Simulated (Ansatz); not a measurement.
# Si31NiC32: the cost of one run

All numbers are computed with Ansatz 0.2.0 (PAW, plane waves).

### 1 The starting cell

64 atoms (31 Si, 1 Ni, 32 C); a = 8.714 Å, b = 8.714 Å, c = 8.714 Å, α = 90.00°, β = 90.00°, γ = 90.00°. All atoms were shaken off their sites by about 0.02 Å along each axis. Defect site 1: (0.500, 0.500, 0.500). Starting moments add up to 1 μB.

The runs, in order: (2) PBEsol relaxation at the single k point (¼, ¼, ¼), on 1 × NVIDIA H100 80GB HBM3 with 2 threads of AMD EPYC 7R13; (3) HSE06 single point at the single k point (¼, ¼, ¼), on 1 × NVIDIA H100 80GB HBM3 with 2 threads of AMD EPYC 7R13.

### 2 Relaxation of the positions (PBEsol)

in.yaml reads:

```yaml
crystal:
  lattice:
    - [8.713706, 0.000000, 0.000000]
    - [0.000000, 8.713706, 0.000000]
    - [0.000000, 0.000000, 8.713706]
  atoms:
    - { symbol: Si, position: [0.000708, 0.004926, 0.001154] }
    - { symbol: Si, position: [0.001774, 0.999177, 0.498659] }
    - { symbol: Si, position: [0.001047, 0.498577, 0.001032] }
    - { symbol: Si, position: [0.001065, 0.500222, 0.497990] }
    - { symbol: Si, position: [0.502279, 0.002702, 0.999302] }
    - { symbol: Si, position: [0.502900, 0.001737, 0.498399] }
    - { symbol: Si, position: [0.498201, 0.500459, 0.995411] }
    - { symbol: Si, position: [0.251334, 0.253782, 0.995831] }
    - { symbol: Si, position: [0.249934, 0.254298, 0.499502] }
    - { symbol: Si, position: [0.254464, 0.750117, 0.002152] }
    - { symbol: Si, position: [0.250042, 0.747356, 0.498656] }
    - { symbol: Si, position: [0.753809, 0.248442, 0.994813] }
    - { symbol: Si, position: [0.749774, 0.251161, 0.500902] }
    - { symbol: Si, position: [0.750157, 0.749219, 0.993836] }
    - { symbol: Si, position: [0.748167, 0.751126, 0.500019] }
    - { symbol: Si, position: [0.253082, 0.002854, 0.248246] }
    - { symbol: Si, position: [0.248329, 0.996882, 0.749978] }
    - { symbol: Si, position: [0.253632, 0.501507, 0.252095] }
    - { symbol: Si, position: [0.252686, 0.499379, 0.748831] }
    - { symbol: Si, position: [0.752561, 0.002329, 0.248749] }
    - { symbol: Si, position: [0.747314, 0.997324, 0.750647] }
    - { symbol: Si, position: [0.749550, 0.502672, 0.247609] }
    - { symbol: Si, position: [0.754087, 0.497000, 0.749554] }
    - { symbol: Si, position: [0.001242, 0.249425, 0.249461] }
    - { symbol: Si, position: [0.000421, 0.251831, 0.749037] }
    - { symbol: Si, position: [0.000204, 0.746390, 0.245845] }
    - { symbol: Si, position: [0.000864, 0.752762, 0.751283] }
    - { symbol: Si, position: [0.495591, 0.248078, 0.250374] }
    - { symbol: Si, position: [0.501541, 0.251966, 0.750812] }
    - { symbol: Si, position: [0.503393, 0.748969, 0.245522] }
    - { symbol: Si, position: [0.500475, 0.748929, 0.751959] }
    - { symbol: Ni, position: [0.503074, 0.499410, 0.497591], spin: 1 }
    - { symbol: C, position: [0.121326, 0.130222, 0.125431] }
    - { symbol: C, position: [0.124315, 0.122247, 0.625882] }
    - { symbol: C, position: [0.122334, 0.625029, 0.129161] }
    - { symbol: C, position: [0.123599, 0.623794, 0.622530] }
    - { symbol: C, position: [0.625400, 0.124513, 0.123387] }
    - { symbol: C, position: [0.627153, 0.122651, 0.621296] }
    - { symbol: C, position: [0.621657, 0.626502, 0.125945] }
    - { symbol: C, position: [0.624126, 0.623453, 0.627256] }
    - { symbol: C, position: [0.376844, 0.375918, 0.127448] }
    - { symbol: C, position: [0.376069, 0.376884, 0.629207] }
    - { symbol: C, position: [0.378793, 0.872855, 0.122572] }
    - { symbol: C, position: [0.376367, 0.874102, 0.623819] }
    - { symbol: C, position: [0.874158, 0.372559, 0.125155] }
    - { symbol: C, position: [0.877170, 0.375695, 0.622768] }
    - { symbol: C, position: [0.879407, 0.876220, 0.128496] }
    - { symbol: C, position: [0.871105, 0.876528, 0.624382] }
    - { symbol: C, position: [0.375679, 0.122460, 0.377589] }
    - { symbol: C, position: [0.375532, 0.127065, 0.874902] }
    - { symbol: C, position: [0.381551, 0.623965, 0.373908] }
    - { symbol: C, position: [0.378349, 0.626466, 0.867335] }
    - { symbol: C, position: [0.873068, 0.123598, 0.375946] }
    - { symbol: C, position: [0.873999, 0.125257, 0.873600] }
    - { symbol: C, position: [0.874284, 0.629303, 0.375030] }
    - { symbol: C, position: [0.875807, 0.625573, 0.874294] }
    - { symbol: C, position: [0.123490, 0.372673, 0.377976] }
    - { symbol: C, position: [0.124008, 0.373440, 0.874181] }
    - { symbol: C, position: [0.123440, 0.875576, 0.375055] }
    - { symbol: C, position: [0.127490, 0.876025, 0.873402] }
    - { symbol: C, position: [0.626488, 0.371438, 0.371914] }
    - { symbol: C, position: [0.626529, 0.373142, 0.878475] }
    - { symbol: C, position: [0.624474, 0.871928, 0.376146] }
    - { symbol: C, position: [0.627537, 0.872951, 0.879590] }
  symmetry: { detect: false }
kpoints:
  mp_grid: { grid: [1, 1, 1], shift: [0.25, 0.25, 0.25] }
hamiltonian:
  xc: pbesol
total_charge: -1
magnetization:
  spin_polarized: true
scf:
  occupations: { method: fermi_dirac, width: 0.01 }
relax:
  f_tol: 0.03
  max_steps: 80
  escape_saddle: false
  adjacent_minimum: "off"
output:
  forces: true
  eigenvalues: true
  populations: true
  charged_corrections: { epsilon: 9.7 }
```

Run with:

```sh
ansatz run in.yaml --threads 2 --pin off --max-ram 30400MiB --runs-dir r --events-out ev --progress --plain --backend cuda --devices 0, --max-vram 18GiB
```

Q: Estimate wall time and peak memory on 1 × NVIDIA H100 80GB HBM3 with 2 threads of AMD EPYC 7R13, shared host.

About 35 s, with a peak of 1.2 GiB on the host.
